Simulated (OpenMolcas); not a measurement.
# Cl⁺: CASSCF and CASPT2 terms and fine-structure levels

Aim: the low terms and levels of Cl⁺, with their order and spacing, then second-order correlation under several settings.

Method: state-averaged CASSCF and CASPT2, spin-orbit coupling by RASSI with atomic mean-field integrals. Code: OpenMolcas 26.06.

1 further run of the same task is left out (set aside as unsound or not needed).

### 1 Starting point

| Quantity | Value |
| --- | --- |
| Species | Cl⁺ (chlorine, Z = 17, 16 electrons) |
| Basis | ANO-RCC-VTZP [5s4p2d1f], 34 functions |
| Scalar Hamiltonian | DKH4, point nucleus |
| Inactive shells | 1s 2s 2p |
| Active space | 6 electrons in 4 orbitals (3s 3p) |
| Some configurations of this space | 3p6, 3s 3p5, 3s2 3p4 |
| Orbitals | optimised for each spin and parity, averaged over the low roots |

The outer shells:

3p6
```
3p [↑↓][↑↓][↑↓]
```

3s 3p5
```
3s [↑ ]
3p [↑↓][↑↓][↑ ]
```

3s2 3p4
```
3s [↑↓]
3p [↑↓][↑ ][↑ ]
```

The work runs as a chain of OpenMolcas steps in one folder; each step below is one input file. Labels, J, g values, rates, χT and fits are worked out afterwards by a script from the matrices that RASSI stores.

### 2 Basis and integrals

File a.inp:

```
&GATEWAY
Coord
1

Cl 0.0 0.0 0.0
Basis=ANO-RCC-VTZP
Group=XYZ
NoMove
AngMom=0.0 0.0 0.0
AMFI
&SEWARD
Relativistic=R04O02
```

Command:

```console
$ OMP_NUM_THREADS=1 MOLCAS_MEM=2252 MOLCAS_PROJECT=a pymolcas a.inp > a.log
```

### 3 CASSCF: triplets of even parity, 3 roots

File a.inp:

```
&RASSCF
FileOrb=start.orb
Symmetry=1
Spin=3
nActEl=6 0 0
Inactive=2 3
Ras2=1 3
CIRoot=3 3 1
SDav=3
CIMx=300
Iter=120 100
PrWF=0.3
OrbListing=Nothing
MaxOrb=0
Atom
>>> COPY $Project.JobIph JOB001
```

start.orb holds the contracted functions of the basis, ordered by shell, or the orbitals of the step before.

### 4 Reference wave functions, singlets of even parity, 6 roots

File a.inp:

```
&RASSCF
FileOrb=start.orb
Symmetry=1
Spin=1
nActEl=6 0 0
Inactive=2 3
Ras2=1 3
CIRoot=6 6 1
SDav=7
CIMx=300
Iter=120 100
PrWF=0.3
OrbListing=Nothing
MaxOrb=0
Atom
>>> COPY $Project.JobIph JOB002
```

### 5 Reference wave functions, triplets of odd parity, 3 roots

File a.inp:

```
&RASSCF
FileOrb=start.orb
Symmetry=2
Spin=3
nActEl=6 0 0
Inactive=2 3
Ras2=1 3
CIRoot=3 3 1
SDav=3
CIMx=300
Iter=120 100
PrWF=0.3
OrbListing=Nothing
MaxOrb=0
Atom
>>> COPY $Project.JobIph JOB003
```

### 6 Reference wave functions, singlets of odd parity, 3 roots

a.inp: that of step 5 with these lines changed.

```diff
@@ -3,3 +3,3 @@
 Symmetry=2
-Spin=3
+Spin=1
 nActEl=6 0 0
@@ -15,2 +15,2 @@
 Atom
->>> COPY $Project.JobIph JOB003
+>>> COPY $Project.JobIph JOB004
```

### 7 State interaction with spin-orbit coupling

File a.inp:

```
&RASSI
NrOfJobIphs=4 3 6 3 3
1 2 3
1 2 3 4 5 6
1 2 3
1 2 3
IphNames
JOB001
JOB002
JOB003
JOB004
EJob
SpinOrbit
DIPRint=1.0
SOCoupling=1000.0
Subsets=2
MEES
Property=10
'ANGMOM' 1 'ANGMOM' 2 'ANGMOM' 3 'MLTPL  1' 1 'MLTPL  1' 2 'MLTPL  1' 3
'AMFI' 1 'AMFI' 2 'AMFI' 3 'MLTPL  2' 6
SOProperty=3
'ANGMOM' 1 'ANGMOM' 2 'ANGMOM' 3
```

### 8 CASPT2: IPEA 0.5, real shift 0.1 (closed shells correlated: 2s 2p)

File a.inp:

```
>>> COPY JOB001 $Project.JobIph
&CASPT2
Multistate=3 1 2 3
NoMult
Frozen=1 0
IPEA=0.5
Shift=0.1
MaxIter=60
WThr=0.0 0.3 0.05
PrWF=0.5
NoMix
>>> COPY JOB002 $Project.JobIph
&CASPT2
Multistate=6 1 2 3 4 5 6
NoMult
Frozen=1 0
IPEA=0.5
Shift=0.1
MaxIter=60
WThr=0.0 0.3 0.05
PrWF=0.5
NoMix
>>> COPY JOB003 $Project.JobIph
&CASPT2
Multistate=3 1 2 3
NoMult
Frozen=1 0
IPEA=0.5
Shift=0.1
MaxIter=60
WThr=0.0 0.3 0.05
PrWF=0.5
NoMix
>>> COPY JOB004 $Project.JobIph
&CASPT2
Multistate=3 1 2 3
NoMult
Frozen=1 0
IPEA=0.5
Shift=0.1
MaxIter=60
WThr=0.0 0.3 0.05
PrWF=0.5
NoMix
```

### 9 CASPT2: IPEA 0.3, imaginary shift 0.5 (closed shells correlated: 2s 2p), extended multistate

File a.inp:

```
>>> COPY JOB001 $Project.JobIph
&CASPT2
XMultistate=3 1 2 3
Frozen=1 0
IPEA=0.3
Imaginary=0.5
MaxIter=60
WThr=0.0 0.3 0.05
PrWF=0.5
NoMix
>>> COPY JOB002 $Project.JobIph
&CASPT2
XMultistate=6 1 2 3 4 5 6
Frozen=1 0
IPEA=0.3
Imaginary=0.5
MaxIter=60
WThr=0.0 0.3 0.05
PrWF=0.5
NoMix
>>> COPY JOB003 $Project.JobIph
&CASPT2
XMultistate=3 1 2 3
Frozen=1 0
IPEA=0.3
Imaginary=0.5
MaxIter=60
WThr=0.0 0.3 0.05
PrWF=0.5
NoMix
>>> COPY JOB004 $Project.JobIph
&CASPT2
XMultistate=3 1 2 3
Frozen=1 0
IPEA=0.3
Imaginary=0.5
MaxIter=60
WThr=0.0 0.3 0.05
PrWF=0.5
NoMix
```

### 10 CASPT2: IPEA 0.35, sigma2 regulariser 0.5 (closed shells correlated: 2s 2p)

File a.inp:

```
>>> COPY JOB001 $Project.JobIph
&CASPT2
Multistate=3 1 2 3
NoMult
Frozen=1 0
IPEA=0.35
Sig2=0.5
MaxIter=60
WThr=0.0 0.3 0.05
PrWF=0.5
NoMix
>>> COPY JOB002 $Project.JobIph
&CASPT2
Multistate=6 1 2 3 4 5 6
NoMult
Frozen=1 0
IPEA=0.35
Sig2=0.5
MaxIter=60
WThr=0.0 0.3 0.05
PrWF=0.5
NoMix
>>> COPY JOB003 $Project.JobIph
&CASPT2
Multistate=3 1 2 3
NoMult
Frozen=1 0
IPEA=0.35
Sig2=0.5
MaxIter=60
WThr=0.0 0.3 0.05
PrWF=0.5
NoMix
>>> COPY JOB004 $Project.JobIph
&CASPT2
Multistate=3 1 2 3
NoMult
Frozen=1 0
IPEA=0.35
Sig2=0.5
MaxIter=60
WThr=0.0 0.3 0.05
PrWF=0.5
NoMix
```

(Steps that only read results are left out.)

Q: Predict the outcome of this session. Wanted: lowest level; first excited level; lowest level of another term; spin-orbit lowering of the lowest level; strongest of the lines computed, by gA, at SS-CASPT2 energies.

The runs gave:

```
                                                     quantity                                                                  value
                                                       method  SS-CASPT2, IPEA 0.5, real shift 0.1 (closed shells correlated: 2s 2p)
                                                 lowest level                             3s2 3p4 3P2, 100 % of that term, g = 1.500
                                  ground level listed by NIST                                                                    3P2
                                          first excited level                                                3s2 3p4 3P1 at 651 cm-1
                                 lowest level of another term                                              3s2 3p4 1D2 at 11870 cm-1
                      spin-orbit lowering of the lowest level                                                               334 cm-1
strongest of the lines computed, by gA, at SS-CASPT2 energies                  3s 3p5 1P* 1 → 3s2 3p4 1D2, 72.4 nm, A = 1.46e+10 s⁻¹
```

What each method costs and misses:

```tsv
method	time of its own steps	time with the reference	mean absolute difference from the measured levels (cm-1)
A. CASSCF	8 s	8 s	11000
B. SS-CASPT2, IPEA 0.5, real shift 0.1, +2s 2p	1.6 s	9.5 s	5400
C. XMS-CASPT2, IPEA 0.3, imaginary shift 0.5, +2s 2p	1.6 s	9.5 s	4900
D. SS-CASPT2, IPEA 0.35, sigma2 regulariser 0.5, +2s 2p	1.6 s	9.5 s	4900
```

Times are of one thread on a shared host.

What this shows: The multiplet 3P is inverted; its intervals divided by the larger J differ by 12 % of their mean, where Landé's rule for pure LS coupling makes them equal. Second-order correlation (method B) scales the levels of the lowest configuration above 5000 cm⁻¹ by 0.82 to 1.04. Method D lies closest to the measured levels (4900 cm⁻¹ on average, level with C) and A farthest (11000). Only the configurations of the active space and the roots asked for are present. Not all states of the active space went into the spin-orbit step. CASPT2 does not keep the components of a term degenerate, and the means are used. No d shell is active. Levels of other configurations are missing from the list.
